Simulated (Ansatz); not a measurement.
**C3H10O3STi: basis-set convergence**

One table from this session's results is given with a row withheld; the runs are named, their logs left out.

Program: Ansatz 0.2.0, Gaussian basis. Level of theory: one geometry, several basis sets. These are calculated values, not measurements.

Plan: PBE0-D4/def2-SVP; ωB97M-V/def2-SVP; PBE0-D4/def2-QZVPP; ωB97M-V/def2-QZVPP; the functionals' def2-TZVPP values are taken from earlier runs.

### The geometry

All runs share one geometry, relaxed beforehand with PBE0-D4 in a triple-zeta def2 set.

SMILES `C[O][Ti]([OH])([O]C)[S]C`, 18 atoms, charge 0, spin multiplicity 1.

Atoms are counted from 1 here; the program's logs count them from 0.

Bond lengths: C1–O2 1.392 Å, C1–H9 1.095 Å, C1–H10 1.096 Å, C1–H11 1.095 Å, O2–Ti3 1.776 Å, Ti3–O4 1.811 Å, Ti3–O5 1.760 Å, Ti3–S7 2.301 Å, O4–H12 0.958 Å, O5–C6 1.389 Å, C6–H13 1.095 Å, C6–H14 1.094 Å, C6–H15 1.094 Å, S7–C8 1.820 Å, C8–H16 1.090 Å, C8–H17 1.090 Å, C8–H18 1.090 Å. Angles: O2–C1–H9 110.7°, O2–C1–H10 110.7°, O2–C1–H11 109.7°, H9–C1–H10 108.5°, H9–C1–H11 108.3°, H10–C1–H11 108.8°, C1–O2–Ti3 148.7°, O2–Ti3–O4 108.6°, O2–Ti3–O5 115.0°, O2–Ti3–S7 106.0°, O4–Ti3–O5 114.8°, O4–Ti3–S7 109.3°, O5–Ti3–S7 102.6°, Ti3–O4–H12 128.9°, Ti3–O5–C6 166.0°, O5–C6–H13 110.8°, O5–C6–H14 109.8°, O5–C6–H15 110.1° and more.

Set-up of the first run:

File in.yaml:

```yaml
crystal:
  periodic: [false, false, false]
  atoms:
    - {symbol: C, position_ang: [-1.479640, -1.244771, 1.665091]}
    - {symbol: O, position_ang: [-0.354735, -0.494933, 1.335462]}
    - {symbol: Ti, position_ang: [0.535740, 0.453843, 0.126109]}
    - {symbol: O, position_ang: [2.220802, 0.725470, 0.730699]}
    - {symbol: O, position_ang: [-0.288876, 1.903642, -0.434884]}
    - {symbol: C, position_ang: [-1.213346, 2.890640, -0.752819]}
    - {symbol: S, position_ang: [0.610232, -0.847868, -1.769319]}
    - {symbol: C, position_ang: [1.559089, -2.250471, -1.101564]}
    - {symbol: H, position_ang: [-2.304987, -0.591878, 1.968558]}
    - {symbol: H, position_ang: [-1.807903, -1.846301, 0.810036]}
    - {symbol: H, position_ang: [-1.245910, -1.914544, 2.498759]}
    - {symbol: H, position_ang: [2.865355, 1.374142, 0.444929]}
    - {symbol: H, position_ang: [-2.136666, 2.757086, -0.180376]}
    - {symbol: H, position_ang: [-1.452300, 2.845141, -1.819677]}
    - {symbol: H, position_ang: [-0.800275, 3.879058, -0.529129]}
    - {symbol: H, position_ang: [1.737196, -2.950293, -1.918361]}
    - {symbol: H, position_ang: [1.000742, -2.760390, -0.316394]}
    - {symbol: H, position_ang: [2.517783, -1.916374, -0.705020]}
basis:
  gaussian: {orbitals: def2-SVP}
hamiltonian: {xc: pbe0, dispersion: d4}
output: {orbitals: {seedname: orbitals}}
```

Run with:

```console
$ ansatz run in.yaml --threads 4 --pin off --events-out ev --progress --plain --max-ram 66560MiB --backend cpu
```

Among the steps run: PBE0-D4 in def2-SVP; ωB97M-V in def2-SVP; PBE0-D4 in def2-QZVPP; ωB97M-V in def2-QZVPP.

One of the session's tables, all rows but one given; the rest of the session is left out.

It belongs to the step «Density functionals: the series». 

```
functional       basis  HOMO (eV)
   PBE0-D4    def2-SVP      -6.32
   PBE0-D4  def2-TZVPP      -6.48
   PBE0-D4  def2-QZVPP          ?
   ωB97M-V    def2-SVP      -8.44
   ωB97M-V  def2-TZVPP      -8.64
   ωB97M-V  def2-QZVPP      -8.67
```

Estimate the missing values for PBE0-D4, def2-QZVPP.

The run gave: HOMO (eV): -6.51. In the column «HOMO (eV)» it lies between ωB97M-V, def2-SVP (-8.44) and PBE0-D4, def2-TZVPP (-6.48).
